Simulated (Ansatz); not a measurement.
**ClH₃OSi + H₂: a complex and its separated parts**

Aim: how far the complex at one end of a reaction step lies below its separated, relaxed parts, level by level.

The runs use Ansatz 0.2.0, Gaussian basis; PBE0-D4/def2-TZVP structures, single points in def2-TZVPP, no counterpoise correction.

Levels: SPW92, PBE-D4, BLYP-D4, r2SCAN-D4, B97M-V, PBE0-D4, B3LYP-D4, r2SCAN0-D4, BHLYP-D4, CAM-B3LYP-D4, wB97X-V, wB97M-V, B2PLYP, PBE-QIDH, RPA on PBE, Hartree-Fock, MP2, CCSD, CCSD(T).

Correlated methods freeze the cores. B3LYP uses VWN-RPA correlation. B2PLYP carries no dispersion term here.

95 further runs of the same task are left out: 1 that didn't finish, 94 set aside as unsound or not needed.

**1. Starting geometry**

The complex: 8 atoms, charge 0, spin multiplicity 1.

Atoms are counted from 1 here; the program's logs count them from 0.

Bond lengths: Si1–H3 1.474 Å, Si1–H4 1.481 Å, Si1–O5 1.632 Å, Si1–Cl7 2.057 Å, H2–H6 0.747 Å, O5–H8 0.958 Å. Angles: H3–Si1–H4 112.8°, H3–Si1–O5 106.3°, H3–Si1–Cl7 108.6°, H4–Si1–O5 112.1°, H4–Si1–Cl7 105.8°, O5–Si1–Cl7 111.3°, Si1–O5–H8 118.7°.

Coordinates:

| atom | x (Å) | y (Å) | z (Å) |
| --- | --- | --- | --- |
| Si1 | -0.7775 | 0.2151 | 0.0986 |
| H2 | 2.7556 | -2.0907 | -0.3826 |
| H3 | -0.3050 | -0.7707 | -0.8899 |
| H4 | -1.6681 | -0.3785 | 1.1219 |
| O5 | -1.5196 | 1.3951 | -0.7509 |
| H6 | 2.5590 | -1.4534 | -0.0473 |
| Cl7 | 0.8485 | 0.9445 | 1.1255 |
| H8 | -1.8931 | 2.1387 | -0.2753 |

Its parts: ClH₃OSi holds atoms 1, 3, 4, 5, 7, 8; H₂ holds atoms 2, 6. Each part counts its atoms afresh in its own runs.

**2. Relaxing ClH₃OSi alone**

The input, relax-a/in.yaml:

```yaml
crystal:
  periodic: [false, false, false]
  atoms:
    - {symbol: Si, position_ang: [-0.777463, 0.215115, 0.098620]}
    - {symbol: H, position_ang: [-0.304962, -0.770656, -0.889917]}
    - {symbol: H, position_ang: [-1.668112, -0.378547, 1.121917]}
    - {symbol: O, position_ang: [-1.519598, 1.395084, -0.750916]}
    - {symbol: Cl, position_ang: [0.848488, 0.944453, 1.125532]}
    - {symbol: H, position_ang: [-1.893108, 2.138681, -0.275277]}
basis:
  gaussian: {orbitals: def2-TZVP}
hamiltonian: {xc: pbe0, dispersion: d4}
relax: {f_tol: 0.005, max_steps: 200}
```

On the command line:

```console
$ ansatz run in.yaml --threads 2 --pin off --events-out ev --progress --plain --max-ram 4352MiB
```

Further steps of the session: Relaxing H₂ alone; SPW92/def2-TZVPP; PBE-D4/def2-TZVPP; BLYP-D4/def2-TZVPP; r2SCAN-D4/def2-TZVPP; B97M-V/def2-TZVPP; PBE0-D4/def2-TZVPP; B3LYP-D4/def2-TZVPP; r2SCAN0-D4/def2-TZVPP; BHLYP-D4/def2-TZVPP; CAM-B3LYP-D4/def2-TZVPP; wB97X-V/def2-TZVPP; wB97M-V/def2-TZVPP; B2PLYP/def2-TZVPP; PBE-QIDH/def2-TZVPP; RPA on PBE/def2-TZVPP; CCSD(T)/def2-TZVPP; Vibrations of ClH₃OSi; Vibrations of H₂.

**Question.** What will these runs give? Wanted: complex less parts, CCSD(T)/def2-TZVPP; with zero-point energy; largest T1 diagnostic.

The runs gave:

| quantity | value |
| --- | --- |
| complex less parts, CCSD(T)/def2-TZVPP | -1.44 kJ/mol |
| with zero-point energy | +1.32 kJ/mol |
| largest T1 diagnostic | 0.010 |

**Reading.** At CCSD(T) the complex lies 1.44 kJ/mol below its parts. r2SCAN0-D4 is the best functional here (-0.12 kJ/mol from CCSD(T)); SPW92 is the worst (-3.01 kJ/mol). By rung, the mean size of the error is: LDA 3.01, GGA 0.97, meta-GGA 0.42, hybrid 0.63, range-separated hybrid 0.67, double hybrid 0.67 kJ/mol. PBE-D4 gives a relative energy 1.69 kJ/mol too low, an error of 118 % of the reference. The complex's frequency run has imaginary modes: the structure is no minimum, so both the energy and the zero-point correction are in doubt. No counterpoise was applied, and triple zeta lacks some correlation, so the CCSD(T) reference has a basis error of its own, and close matches with it are partly luck.
